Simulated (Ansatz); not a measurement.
Crystal: SbPd6S.

```
Sb Pd S
1.0
     2.26489    1.30763    7.25079
    -2.26489    1.30763    7.25079
     0.00000   -2.61527    7.25079
Sb Pd S
1 6 1
Direct
  0.50000 0.50000 0.50000
  0.75376 0.75376 0.75376
  0.24624 0.24624 0.24624
  0.37050 0.37050 0.37050
  0.88126 0.88126 0.88126
  0.11874 0.11874 0.11874
  0.62950 0.62950 0.62950
  0.00000 0.00000 0.00000
```

The cell comes from a database or a generator and needn't be the stable form of this composition.

* Program: Ansatz 0.2.0
* Task: single point
* Functional: PBE
* Potentials or basis: Ansatz PAW
* Cutoff: 420 eV (not typed: the program's choice for these potentials)
* k mesh: 7 × 7 × 7
* Occupations: fermi-dirac, width 0.05 eV
* Spin: no spin polarisation

On this cell: pressure -0.9 GPa; largest force 0.194 eV/Å; band gap on the k mesh none (metal or under the smearing width).

The same run follows on a disturbed copy (atoms moved at random, drawn with an rms of 0.05 Å):

```
Sb Pd S
1.0
     2.26489    1.30763    7.25079
    -2.26489    1.30763    7.25079
     0.00000   -2.61527    7.25079
Sb Pd S
1 6 1
Cartesian
  0.0586 0.0092 10.8882
  -0.0371 -0.0494 16.3907
  -0.0158 -0.0105 5.2812
  0.0168 0.0016 8.0744
  0.0458 0.0070 19.1946
  -0.0124 -0.0215 2.5731
  -0.0483 -0.0244 13.7169
  0.0186 0.0084 -0.0122
```

Problem. What changes?

Solution. The energy (extrapolated to zero smearing) moves by +5.4 meV/atom; pressure -0.5 GPa; largest force 0.571 eV/Å; band gap on the k mesh none (metal or under the smearing width).

Forces in eV/Å, atoms in the order of the input:
```
Sb  -0.216 -0.097 -0.040
Pd   0.271  0.276  0.420
Pd   0.294  0.059  0.410
Pd  -0.225 -0.184 -0.250
Pd  -0.318 -0.067 -0.095
Pd   0.042 -0.055 -0.333
Pd   0.055  0.022 -0.151
S    0.098  0.046  0.037
```

Stress tensor (GPa, compression positive):
```
-0.47 -0.53  0.35
-0.53 -0.37  0.14
 0.35  0.14 -0.77
```
